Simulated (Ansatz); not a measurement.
# C4H10Ge: the cost of one run

The runs use Ansatz 0.2.0, Gaussian basis; one geometry, several basis sets.

The runs, in order: PBE0-D4/def2-SVP; ωB97M-V/def2-SVP; PBE0-D4/def2-QZVPP; ωB97M-V/def2-QZVPP; the functionals' def2-TZVPP values are taken from earlier runs.

**1. Structure used throughout**

The geometry comes from an earlier relaxation with PBE0-D4 in a triple-zeta def2 set; it is a stationary point, not always the lowest conformer.

SMILES `C[CH2][Ge][CH2]C`, 15 atoms, charge 0, spin multiplicity 1.

Atoms are counted from 1 here; the program's logs count them from 0.

Bond lengths: C1–C2 1.531 Å, C1–H6 1.096 Å, C1–H7 1.094 Å, C1–H8 1.094 Å, C2–Ge3 2.002 Å, C2–H9 1.093 Å, C2–H10 1.094 Å, Ge3–C4 2.005 Å, C4–C5 1.520 Å, C4–H11 1.096 Å, C4–H12 1.103 Å, C5–H13 1.094 Å, C5–H14 1.095 Å, C5–H15 1.092 Å. Angles: C2–C1–H6 112.0°, C2–C1–H7 111.7°, C2–C1–H8 111.8°, H6–C1–H7 106.6°, H6–C1–H8 107.2°, H7–C1–H8 107.2°, C1–C2–Ge3 106.9°, C1–C2–H9 110.1°, C1–C2–H10 110.5°, Ge3–C2–H9 109.4°, Ge3–C2–H10 112.2°, H9–C2–H10 107.8°, C2–Ge3–C4 99.0°, Ge3–C4–C5 120.8°, Ge3–C4–H11 106.5°, Ge3–C4–H12 102.2°, C5–C4–H11 111.2°, C5–C4–H12 110.6° and more.

**2. PBE0-D4 in def2-SVP**

Input file in.yaml:

```yaml
crystal:
  periodic: [false, false, false]
  atoms:
    - {symbol: C, position_ang: [-0.499015, 0.560369, 1.818744]}
    - {symbol: C, position_ang: [0.900497, 0.405882, 1.216972]}
    - {symbol: Ge, position_ang: [1.020057, -1.455654, 0.490392]}
    - {symbol: C, position_ang: [-0.062886, -1.211759, -1.179432]}
    - {symbol: C, position_ang: [-0.160890, 0.147823, -1.852043]}
    - {symbol: H, position_ang: [-0.714667, -0.216437, 2.560898]}
    - {symbol: H, position_ang: [-0.615525, 1.521220, 2.328352]}
    - {symbol: H, position_ang: [-1.278768, 0.502521, 1.053975]}
    - {symbol: H, position_ang: [1.658662, 0.541912, 1.991992]}
    - {symbol: H, position_ang: [1.070463, 1.162257, 0.445669]}
    - {symbol: H, position_ang: [0.276057, -1.978483, -1.884709]}
    - {symbol: H, position_ang: [-1.060432, -1.560293, -0.863475]}
    - {symbol: H, position_ang: [0.820504, 0.510381, -2.170462]}
    - {symbol: H, position_ang: [-0.795488, 0.116159, -2.743409]}
    - {symbol: H, position_ang: [-0.580571, 0.903404, -1.184163]}
basis:
  gaussian: {orbitals: def2-SVP}
hamiltonian: {xc: pbe0, dispersion: d4}
output: {orbitals: {seedname: orbitals}}
```

The run is started by

```sh
ansatz run in.yaml --threads 2 --pin off --events-out ev --progress --plain --max-ram 32768MiB --backend cpu
```

**Question.** How long does this run take on 2 threads of AMD EPYC 7R13, shared host, and how much memory does it need?

About 3.3 s, with a peak of 0.42 GiB.
